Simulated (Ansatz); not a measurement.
I need a calculation of the elastic constants of SnTe, space group F-43m. Use Ansatz 0.2.0, Python API. Use: PBEsol, PAW, cutoff 420 eV, 6×6×6 k-points, fixed occupations.

```
CELL_PARAMETERS angstrom
0.00000 3.61115 3.61115
3.61115 0.00000 3.61115
3.61115 3.61115 0.00000
ATOMIC_POSITIONS crystal
Sn 0.00000 0.00000 0.00000
Te 0.75000 0.75000 0.75000
```

Script `elastic_snte.py`:
```python
"""Stiffness tensor and moduli of SnTe."""

import ansatz as az
import numpy as np

CUTOFF = 420
SCF_TOL = 1e-09
KMESH = (6, 6, 6)


def main() -> None:
    system = (
        az.Lattice.of((0.0, 3.611146, 3.611146), (3.611146, 0.0, 3.611146), (3.611146, 3.611146, 0.0))
        .atom("Sn", (0.0, 0.0, 0.0))
        .atom("Te", (0.75, 0.75, 0.75))
    )

    setup = (
        system.calculation()
        .functional(az.Functional.PBESOL)
        .basis(CUTOFF)
        .occupations(az.OccupationsMethod.FIXED)
        .scf(tolerance=SCF_TOL)
        .kpoints(*KMESH)
    )
    out = setup.elastic("relaxed_ion").run()
    elastic = out.elastic

    print(np.array2string(np.round(elastic.c_gpa, 1) + 0.0, suppress_small=True))
    print("Voigt stress of the unstrained cell (GPa, tension positive):", np.round(elastic.sigma0_gpa, 3) + 0.0)
    print("smallest eigenvalue of C:", round(elastic.stability.min_eigenvalue_gpa, 1), "GPa; tensor positive definite:", elastic.stability.min_eigenvalue_gpa > 0)
    # averaged moduli need a positive definite tensor
    if elastic.stability.min_eigenvalue_gpa > 0:
        for name, value in elastic.moduli.to_plain().items():
            print(f"{name:14s} {value:9.3f}")
        S = np.linalg.inv(elastic.c_gpa)
        print("Young modulus along x, y, z (GPa):", np.round(1 / np.diag(S)[:3], 1))
        print("linear compressibility along x, y, z (1/TPa):", np.round(1000 * S[:3, :3].sum(axis=1), 2))


if __name__ == "__main__":
    main()
```

Output of `python elastic_snte.py`:
```text
DeckWarning: elastic: scf.convergence.dr2_threshold = 1e-9 eV (typed) is looser than the 1e-10 eV advised at elastic.amplitude = 2e-3. Elastic constants divide stress differences by the amplitude, so a small SCF error in a stress becomes a large one in a constant, unseen in the output: at amplitude 2e-3 the clamped-ion constants of small cells erred by tens of per cent at 1e-7 eV and about one at 1e-10. Remove the key (the batch's default is 1e-13 eV) or set it to 1e-10 eV or tighter; if the [...]
[[23.9 20.8 20.8  0.   0.   0. ]
 [20.8 23.9 20.8  0.   0.   0. ]
 [20.8 20.8 23.9  0.   0.   0. ]
 [ 0.   0.   0.  -8.   0.   0. ]
 [ 0.   0.   0.   0.  -8.   0. ]
 [ 0.   0.   0.   0.   0.  -8. ]]
Voigt stress of the unstrained cell (GPa, tension positive): [1.36 1.36 1.36 0.   0.   0.  ]
smallest eigenvalue of C: -8.0 GPa; tensor positive definite: False
```
(Warnings from the package without file and line, shortened.)

Notes:
- With fixed filling the reported Fermi level is the top filled level among the k-points of the SCF.
- The structure comes from a database of computed cells and needn't be a stable or known phase.
- The constants belong to the cell that was strained; where it wasn't relaxed first it may be under stress.
- Hardware and time: 81 s on 1 thread of Intel(R) Xeon(R) Processor @ 2.30GHz, on a shared host, peak memory 0.63 GiB.

(A comment or docstring line of the script was reworded after the run, the code is as it ran.)
